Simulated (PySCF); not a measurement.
# C3H8FNSi: the cost of one run

The runs use PySCF 2.14.0, with density-fitted response routines of our own; the level of theory stands in each step. All values are computed, except where a source is named. Atoms count from 0, in the outputs and in this text.

**1. The molecule as given**

14 atoms, charge 0, multiplicity 1; geometry from: GFN2-xTB. The atoms were then displaced at random by about 0.01 Å, so the start is not that level's minimum.

Bonds of the start (Å): C0–C1 1.35, C1–F2 1.37, C1–Si3 1.86, Si3–N4 1.74, N4–C5 1.44, C0–H6 1.08, C0–H7 1.05, Si3–H8 1.49, Si3–H9 1.47, N4–H10 1.00, C5–H11 1.10, C5–H12 1.11, C5–H13 1.09.

**2. Relaxing the molecule at PBE0-D3(BJ)/def2-SVP**

The job: settings as JSON, then the geometry in Å.

```
{"job": {"xc": "PBE0", "basis": "def2-SVP", "d3": "d3bj", "grid": 1, "shake": 0.01, "kind": "geom"}, "charge": 0, "multiplicity": 1}
C      2.914380    -0.116920     0.057330
C      1.654630     0.350330    -0.091370
F      1.381960     1.179870    -1.151910
Si     0.203730     0.020250     1.027480
N     -1.151410    -0.021080    -0.068390
C     -2.521660    -0.231070     0.335210
H      3.698310     0.168320    -0.625950
H      3.148040    -0.738680     0.865710
H      0.136240     1.059550     2.099870
H      0.294410    -1.304130     1.663940
H     -1.091630     0.517910    -0.902880
H     -2.527000    -0.892210     1.210690
H     -3.058790     0.703800     0.598360
H     -3.088370    -0.711020    -0.465780
```

Command:

```sh
$ OMP_NUM_THREADS=1 python probes_run.py task.json out
```

One launch serves the whole session: the jobs run in the order shown.

**Question.** How long does this first job take on 1 thread of Intel Xeon 6975P-C, shared host, and how much memory does it need?

About 29 s, with a peak of 0.5 GiB.
